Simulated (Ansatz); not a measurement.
# CH5BO2S2: up Jacob's ladder to CCSD(T)

One table from this session's results is given with a row withheld; the runs are named, their logs left out.

The runs use Ansatz 0.2.0, Gaussian basis; functionals in def2-TZVPP, the program's frozen cores in correlated methods.

The runs, in order: LDA (SPW92), PBE-D4, revPBE-D4, BLYP-D4, r2SCAN-D4, B97M-V, PBE0-D4, B3LYP-D4, r2SCANh-D4, r2SCAN0-D4, HSE06-D4, BHLYP-D4, CAM-B3LYP-D4, LC-ωPBE, ωB97X-V, ωB97M-V, B2PLYP, PBE-QIDH; CCSD(T)/def2-SVP; CCSD(T)/def2-TZVPP; MP2/def2-QZVPP; extrapolation to the limit; RPA on PBE.

## Structure used throughout

The geometry comes from an earlier relaxation with PBE0-D4 in a triple-zeta def2 set; it is a stationary point, not always the lowest conformer.

11 atoms, charge 0, spin multiplicity 1.

Atoms are counted from 1 here; the program's logs count them from 0.

Bond lengths: C1–S2 1.803 Å, C1–H7 1.092 Å, C1–H8 1.089 Å, C1–H9 1.089 Å, S2–S3 2.052 Å, S3–B4 1.847 Å, B4–O5 1.352 Å, B4–O6 1.356 Å, O5–H10 0.971 Å, O6–H11 0.962 Å. Angles: S2–C1–H7 106.1°, S2–C1–H8 110.4°, S2–C1–H9 111.1°, H7–C1–H8 109.3°, H7–C1–H9 109.5°, H8–C1–H9 110.3°, C1–S2–S3 102.3°, S2–S3–B4 100.5°, S3–B4–O5 122.5°, S3–B4–O6 115.4°, O5–B4–O6 122.1°, B4–O5–H10 110.4°, B4–O6–H11 112.2°.

The first run:

in.yaml

```yaml
crystal:
  periodic: [false, false, false]
  atoms:
    - {symbol: C, position_ang: [0.219358, -1.066066, 1.835112]}
    - {symbol: S, position_ang: [1.487568, -0.498729, 0.685707]}
    - {symbol: S, position_ang: [0.658822, -0.952563, -1.136027]}
    - {symbol: B, position_ang: [-0.223988, 0.627574, -1.505742]}
    - {symbol: O, position_ang: [-0.162032, 1.702892, -0.687799]}
    - {symbol: O, position_ang: [-0.937382, 0.638567, -2.658575]}
    - {symbol: H, position_ang: [0.609669, -0.873985, 2.837204]}
    - {symbol: H, position_ang: [0.047695, -2.134665, 1.713683]}
    - {symbol: H, position_ang: [-0.710352, -0.515625, 1.694945]}
    - {symbol: H, position_ang: [0.429586, 1.525284, 0.061290]}
    - {symbol: H, position_ang: [-1.353546, 1.490415, -2.819298]}
basis:
  gaussian: {orbitals: def2-TZVPP}
hamiltonian: {xc: lda}
output: {orbitals: {seedname: orbitals}}
```

The run is started by

```bash
> ansatz run in.yaml --threads 4 --pin off --events-out ev --progress --plain --max-ram 10444MiB
```

Among the steps run: LDA; PBE-D4 (GGA); revPBE-D4 (GGA); BLYP-D4 (GGA); r2SCAN-D4 (meta-GGA); B97M-V (meta-GGA); B3LYP-D4 (hybrid); r2SCANh-D4 (hybrid); r2SCAN0-D4 (hybrid); HSE06-D4 (hybrid); BHLYP-D4 (hybrid); CAM-B3LYP-D4 (range-separated); LC-ωPBE (range-separated); ωB97X-V (range-separated); ωB97M-V (range-separated); B2PLYP (double hybrid); PBE-QIDH (double hybrid).

One table of the session follows, with a row left open; its other results are not shown here.

It belongs to the step «Frontier levels by functional». 

```
  functional  HOMO (eV)  gap (eV)
 LDA (SPW92)      -6.08      4.12
      PBE-D4          ?         ?
   revPBE-D4      -5.88      4.26
     BLYP-D4      -5.79      4.21
   r2SCAN-D4      -6.18      4.66
      B97M-V      -6.27      4.84
     PBE0-D4      -7.16      6.44
    B3LYP-D4      -6.93      5.98
  r2SCANh-D4      -6.63      5.48
  r2SCAN0-D4      -7.31      6.70
    HSE06-D4      -6.76      5.66
    BHLYP-D4      -8.26      8.63
CAM-B3LYP-D4      -8.48      8.90
     LC-ωPBE      -9.84     11.47
     ωB97X-V      -9.49     10.99
     ωB97M-V      -9.31     10.65
```

**Question.** Estimate the row for PBE-D4.

As computed: HOMO (eV): -5.94; gap (eV): 4.22. In the column «HOMO (eV)» it lies between LDA (SPW92) (-6.08) and revPBE-D4 (-5.88).
